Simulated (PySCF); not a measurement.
# The bond of AlTe, level by level

One table from this session's results is given with a row withheld; the runs are named, their logs left out.

The runs use PySCF 2.14.0; Al def2-SVP, Te def2-SVP with ECP28, scalar-relativistic core potentials.

The first run:

Settings of the job:

```
atoms                         : Al, Te
charge                        : 0
basis                         : Al def2-SVP, Te def2-SVP with ECP28
Hamiltonian                   : scalar-relativistic core potentials
basis functions               : 44
electrons treated             : 37
masses in u                   : 26.9815, 129.9062
levels                        : PBE0, PBE, r²SCAN, TPSS, B97-3, B2PLYP, ωB97X, HF, MP2, SCS-MP2, CCSD, CCSD(T)
grid                          : 80 radial by 434 angular points
occupations                   : held fixed by the projection of orbital angular momentum
dissociation limit            : Al + Te, each in its ground configuration
starting distance in angstrom : 2.515
values of 2S to try           : 1, 3
```

The run is started by

```bash
> OMP_NUM_THREADS=1 python dia.py task.json out
```

Among the steps run: The job; The PBE0 curve of the state that the search chose; Excited determinants; PBE; r²SCAN (meta-GGA); TPSS (meta-GGA); B97-3; B2PLYP (double hybrid); ωB97X; UHF; MP2 and coupled cluster.

One table of the session follows, with a row left open; its other results are not shown here.

It belongs to the step «The curves together». Energy (eV) from each level's lowest point:

| R (Å) | UHF | UHF-MP2 | UHF-SCS-MP2 | UHF-CCSD | UHF-CCSD(T) |
| --- | --- | --- | --- | --- | --- |
| 2.047 | 1.162 | 1.209 | 1.236 | n/a | n/a |
| 2.142 | 0.499 | 0.515 | 0.539 | 0.565 | 0.585 |
| 2.237 | 0.148 | 0.141 | 0.158 | 0.183 | 0.192 |
| 2.309 | 0.030 | 0.019 | 0.028 | 0.045 | 0.049 |
| 2.380 | 0.000 | 0.000 | 0.000 | 0.000 | 0.000 |
| 2.451 | 0.030 | 0.060 | 0.049 | 0.023 | 0.023 |
| 2.547 | ? | ? | ? | ? | ? |
| 2.666 | 0.304 | 0.486 | 0.432 | 0.330 | 0.340 |
| 2.808 | 0.551 | 0.829 | 0.749 | 0.625 | 0.644 |
| 2.999 | 0.901 | 1.274 | 1.166 | n/a | n/a |

Q: Estimate the row for R (Å) = 2.547 from the others.

Worked estimate for «UHF». A straight line through the neighbours (2.451, 0.030) and (2.666, 0.304) gives 0.030 + (0.304 − 0.030) × (2.547 − 2.451) / (2.666 − 2.451) = 0.152; a parabola fitted to 4 rows on both sides gives 0.136.

As computed: UHF: 0.128; UHF-MP2: 0.221; UHF-SCS-MP2: 0.191; UHF-CCSD: 0.127; UHF-CCSD(T): 0.130. In «UHF» the line misses by +0.024 and the parabola by +0.008.
